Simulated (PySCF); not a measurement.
**[CeOF]−: other functionals and bases at one geometry**

One table from this session's results is given with a row withheld; the runs are named, their logs left out.

Program: PySCF 2.14.0. Level of theory: several levels, as the steps say, no spin–orbit coupling. These are calculated values, not measurements.

1 further run of the same task is left out (for a known fault of the program).

### Starting geometry

3 atoms, charge -1, spin multiplicity 1.

Bond lengths: Ce1–O2 2.059 Å, Ce1–F3 2.304 Å. Angles: O2–Ce1–F3 115.8°.

As a file:

```xyz
3
CeFO
Ce    0.0443    0.0000   -0.3615
O     1.7790    0.0000    0.7468
F    -1.9183    0.0000    0.8450
```

Formal oxidation states: Ce +2. Each metal's 2 4f electrons lie in its core potential, so multiplicities, spins and levels count the valence alone. For divalent La, Ce, Gd or Lu the extra electron is normally 5d or 6s, so this core forces an excited configuration. An earlier session relaxed this geometry at PBE0, Ce lcecp-0-SVP with ECP48, O def2-SVP, F def2-SVP (singlet, point group Cs).

At PBE0 on the finer grid: E = -201.469612 Eh, frontier levels not given, since the 4f levels lie in the core, Mulliken charge on Ce1 +0.26 e, largest force component 0.020 eV/Å. The highest filled level lies above zero; it isn't the detachment energy.

Levels to run: M06-L; TPSS; PBE0, TZVP. Hardware: 2 threads of Arm Neoverse V1, shared host.

Set-up of the first run:

The input, run.py (the lines that set the calculation):

```python
mol = gto.M(atom='''
Ce     0.04426     0.00000    -0.36152
O      1.77901     0.00000     0.74682
F     -1.91834     0.00000     0.84501''',
    basis={'Ce': 'lcecp-0-SVP', 'O': 'def2-SVP', 'F': 'def2-SVP'},
    ecp={'Ce': 'lcecp-0-SVP'},
    charge=-1, spin=0)
mf = dft.RKS(mol, xc='M06L')
mf.grids.atom_grid = (75, 302)  # f atoms: unpruned, at least (60, 302)
mf = mf.density_fit()  # fitting sets: Ce AutoAux, O def2-universal-JKFIT, F def2-universal-JKFIT
mf.conv_tol = 1e-08; mf.max_cycle = 55
mf.kernel(dm0)  # dm0: the density of the relaxed state
```

Run with:

```bash
> OMP_NUM_THREADS=2 python run.py
```

Steps of the session up to this table: M06-L; TPSS; PBE0, TZVP.

One table of the session follows, with a row left open; its other results are not shown here.

| level | charge on Ce1 (e) | dipole (D) | largest force component (eV/Å) |
| --- | --- | --- | --- |
| PBE0 (relaxed here) | 0.26 | 8.18 | 0.02 |
| M06-L | 0.32 | 6.91 | 0.59 |
| TPSS | 0.15 | 7.41 | 0.56 |
| PBE0, TZVP | ? | ? | ? |

Estimate the missing values for PBE0, TZVP.

As computed: charge on Ce1 (e): 0.59; dipole (D): 8.75; largest force component (eV/Å): 0.63. In the column «charge on Ce1 (e)» it is the highest.

The dipole of a charged species depends on the origin, so these sizes hold for this origin alone.

The largest leftover force, 0.63 eV/Å with PBE0, TZVP, stands at a geometry relaxed at another level. With 4f in the core, its levels are missing from HOMO and gap, and its count is fixed, so no charge can pass from the ligands into it. Total energies of different levels can't be compared.
